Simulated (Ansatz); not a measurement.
# Sb: stress in a strained cell

Aim: deform Sb (equal xy, yz and zx engineering shear strains of -3 %) and compute stress, forces and field gradients with LAPW, PAW and all-electron datasets made for the crystal.

Program: Ansatz 0.2.0. Level of theory: DFT PBEsol, scalar-relativistic. These are calculated values, not measurements.

## (1) The starting structure

The structure is cubic, space group Pm-3m (No. 221). The conventional cell has a = 3.160 Å, b = 3.160 Å, c = 3.160 Å, α = 90.00°, β = 90.00°, γ = 90.00°. Around Sb (site symmetry m-3m) lie 6 Sb at 3.16 Å.

Coordinates:

```cif
data_structure
_symmetry_space_group_name_H-M 'Pm-3m'
_symmetry_Int_Tables_number 221
_cell_length_a 3.1600
_cell_length_b 3.1600
_cell_length_c 3.1600
_cell_angle_alpha 90.000
_cell_angle_beta 90.000
_cell_angle_gamma 90.000
_cell_volume 31.55
loop_
_atom_site_label
_atom_site_type_symbol
_atom_site_symmetry_multiplicity
_atom_site_Wyckoff_symbol
_atom_site_fract_x
_atom_site_fract_y
_atom_site_fract_z
_atom_site_occupancy
Sb1 Sb 1 a 0.00000 0.00000 0.00000 1
```

The file gives the conventional cell by its symmetry; the runs use the cell typed in the input.

## (2) The deformed structure

Space group Pm-3m before, R-3m after.

## (3) Full-potential LAPW

File input.yaml:

```yaml
crystal:
  lattice:
    - [3.16, -0.0474, -0.0474]
    - [-0.0474, 3.16, -0.0474]
    - [-0.0474, -0.0474, 3.16]
  atoms:
    - { symbol: Sb, position: [0.0, 0.0, 0.0] }
kpoints:
  mp_grid: { grid: [13, 13, 13] }
  band_path:
    path:
      - [0.0, 0.0, 0.0]
      - [0.5, 0.0, 0.0]
      - [0.5, -0.5, 0.5]
      - [0.4710985464, -0.5289014536, 0.4710985464]
      - [0.4710985464, 0.4710985464, 0.4710985464]
      - [0.0, 0.0, 0.0]
      - [0.5, -0.5, 0.0]
    npoints: 5
scf:
  occupations: { method: fermi_dirac, width: 0.05 }
hamiltonian:
  xc: pbesol
  pseudopotentials: { kind: all_electron, lapw: { basis_error: 0.001 } }
output:
  forces: true
  stress: true
  eigenvalues: true
```

Started as:

```bash
ansatz run input.yaml --threads 1 --pin off --max-ram 3072MiB --backend cpu --events-out ev --progress --plain --runs-dir out
```

## (4) PAW with frozen cores

File input.yaml:

```yaml
crystal:
  lattice:
    - [3.16, -0.0474, -0.0474]
    - [-0.0474, 3.16, -0.0474]
    - [-0.0474, -0.0474, 3.16]
  atoms:
    - { symbol: Sb, position: [0.0, 0.0, 0.0] }
kpoints:
  mp_grid: { grid: [13, 13, 13] }
scf:
  occupations: { method: fermi_dirac, width: 0.05 }
hamiltonian:
  xc: pbesol
  pseudopotentials: { kind: paw }
output:
  forces: true
  stress: true
  eigenvalues: true
  efg: { contact_densities: true }
```

## (5) Datasets made for this crystal

input.yaml, as its differences from that of step 4:

```diff
@@ -13,3 +13,3 @@
   xc: pbesol
-  pseudopotentials: { kind: paw }
+  pseudopotentials: { kind: all_electron, datasets: crystal }
 output:
```

(Steps that only read results are left out.)

What does the calculation give? Wanted: pressure; largest shear or deviatoric stress.

**Answer**, as computed:

| quantity | value |
| --- | --- |
| pressure | LAPW -4.90, PAW -4.92, crystal datasets -4.91 GPa |
| largest shear or deviatoric stress (LAPW) | 0.45 GPa |

**Reading.** The largest part of the stress beyond the pressure is 0.45 GPa in size. No run of the undeformed cell stands beside it, so the pressure holds what the given cell had before the change. PAW: stress within 0.01 GPa of LAPW. Crystal datasets: stress within 0.01 GPa of LAPW. Spin-orbit coupling is left out, though the cell holds Sb; in elements this heavy it can shift bands and gaps by tenths of an eV.
